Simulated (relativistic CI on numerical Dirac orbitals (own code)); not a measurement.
**Sn³⁺: one ion under different settings**

How much do the settings matter for Sn³⁺? One ion, several inputs.

Program: relativistic CI on numerical Dirac orbitals (own code) version 3. Level of theory: Dirac-Coulomb-Breit CI, KLI orbitals optimised for each configuration, model QED (radiative potential, 1s self-energy scaled to tabulated hydrogen-like ionisation energies), numerical settings as typed. These are calculated values, not measurements, unless marked.

### 1 The atom as given

```
ion            : Sn³⁺ (Sn IV)
nuclear charge : 50
electrons      : 47
isotope        : A = 120
```

### 2 The usual input

Settings of the run:

```ini
atom Sn  Z=50  charge=3  electrons=47
nucleus A=120  rms_radius_fm=4.6519
hamiltonian dirac-coulomb  breit=on  qed=on  c_scale=1
orbitals kli  potential=per-configuration
slater_scale 1
correlation none
mixing on
grid step=0.0125 r_max=50.3
scf mixing=0.4 start=green max_iterations=150 tolerance=2e-08 node_fill=0.05
configurations
  [Kr] 4d10 5s
  [Kr] 4d10 5p
end
```

On the command line:

```console
> python run_levels.py task.json out
```

The settings of every run stand in task.json; they run in order.

### 3 Slater scale 0.6

Changes to the settings of step 2:

```diff
@@ -4,3 +4,3 @@
 orbitals kli  potential=per-configuration
-slater_scale 1
+slater_scale 0.6
 correlation none
```

### 4 Breit term off, speed-of-light factor 2, iteration limit 20

Settings of the run:

```ini
atom Sn  Z=50  charge=3  electrons=47
nucleus A=120  rms_radius_fm=4.6519
hamiltonian dirac-coulomb  breit=off  qed=on  c_scale=2
orbitals kli  potential=per-configuration
slater_scale 1
correlation none
mixing on
grid step=0.0125 r_max=50.3
scf mixing=0.4 start=green max_iterations=20 tolerance=2e-08 node_fill=0.05
configurations
  [Kr] 4d10 5s
  [Kr] 4d10 5p
end
```

### 5 Tolerance 1e-06, nuclear radius 5.1171, QED terms off

Settings of the run:

```ini
atom Sn  Z=50  charge=3  electrons=47
nucleus A=120  rms_radius_fm=5.1171
hamiltonian dirac-coulomb  breit=on  qed=off  c_scale=1
orbitals kli  potential=per-configuration
slater_scale 1
correlation none
mixing on
grid step=0.0125 r_max=50.3
scf mixing=0.4 start=green max_iterations=150 tolerance=1e-06 node_fill=0.05
configurations
  [Kr] 4d10 5s
  [Kr] 4d10 5p
end
```

### 6 Speed-of-light factor 2

Settings of the run:

```ini
atom Sn  Z=50  charge=3  electrons=47
nucleus A=120  rms_radius_fm=4.6519
hamiltonian dirac-coulomb  breit=on  qed=on  c_scale=2
orbitals kli  potential=per-configuration
slater_scale 1
correlation none
mixing on
grid step=0.0125 r_max=50.3
scf mixing=0.4 start=green max_iterations=150 tolerance=2e-08 node_fill=0.05
configurations
  [Kr] 4d10 5s
  [Kr] 4d10 5p
end
```

### 7 Speed-of-light factor 0.4

Settings of the run:

```ini
atom Sn  Z=50  charge=3  electrons=47
nucleus A=120  rms_radius_fm=4.6519
hamiltonian dirac-coulomb  breit=on  qed=on  c_scale=0.4
orbitals kli  potential=per-configuration
slater_scale 1
correlation none
mixing on
grid step=0.0125 r_max=50.3
scf mixing=0.4 start=green max_iterations=56 tolerance=2e-08 node_fill=0.05
configurations
  [Kr] 4d10 5s
  [Kr] 4d10 5p
end
```

### 8 Potential mixing 1.8

Settings of the run:

```ini
atom Sn  Z=50  charge=3  electrons=47
nucleus A=120  rms_radius_fm=4.6519
hamiltonian dirac-coulomb  breit=on  qed=on  c_scale=1
orbitals kli  potential=per-configuration
slater_scale 1
correlation none
mixing on
grid step=0.0125 r_max=50.3
scf mixing=1.8 start=green max_iterations=67 tolerance=2e-08 node_fill=0.05
configurations
  [Kr] 4d10 5s
  [Kr] 4d10 5p
end
```

(Steps that only read results are left out.)

**Question.** What will these runs give? Wanted: lowest level, usual settings; total energy; first excitation.

**Answer**, as computed:

| setting | total energy less usual (Ha) | largest shift of a level among the lowest eight of both runs, same label and place (cm⁻¹) | SCF iterations | time | lowest level | kind of change |
| --- | --- | --- | --- | --- | --- | --- |
| usual | 0 | 0 | 25 | 0.13 s | 5s 2S1/2 | - |
| Slater scale 0.6 | 0 | 0 | 25 | 0.13 s | 5s 2S1/2 | model term |
| Breit term off, speed-of-light factor 2, iteration limit 20 | 112 | 8040 | 24 | 0.12 s | 5s 2S1/2 | unphysical constant |
| tolerance 1e-06, nuclear radius 5.1171, QED terms off | -2.92 | 183 | 21 | 0.1 s | 5s 2S1/2 | unphysical constant |
| speed-of-light factor 2 | 113 | 8040 | 24 | 0.13 s | 5s 2S1/2 | unphysical constant |
| speed-of-light factor 0.4 | -1.46e+03 | 148000 | 24 | 0.13 s | 5s 2S1/2 | unsound |
| potential mixing 1.8 | 0 | 0 | 27 | 0.15 s | 5s 2S1/2 | extreme, harmless here |

```
                    quantity          value
lowest level, usual settings       5s 2S1/2
                total energy  -6166.9547 Ha
            first excitation     66694 cm⁻¹
```

Among the runs whose levels can be followed, they move most under «speed-of-light factor 0.4» (unsound), by up to 148000 cm⁻¹. No visible change in the result comes from «Slater scale 0.6» or «potential mixing 1.8». Only the listed configurations are in the model. Near neutrality, missing correlation can shift configurations against each other by thousands of cm⁻¹.
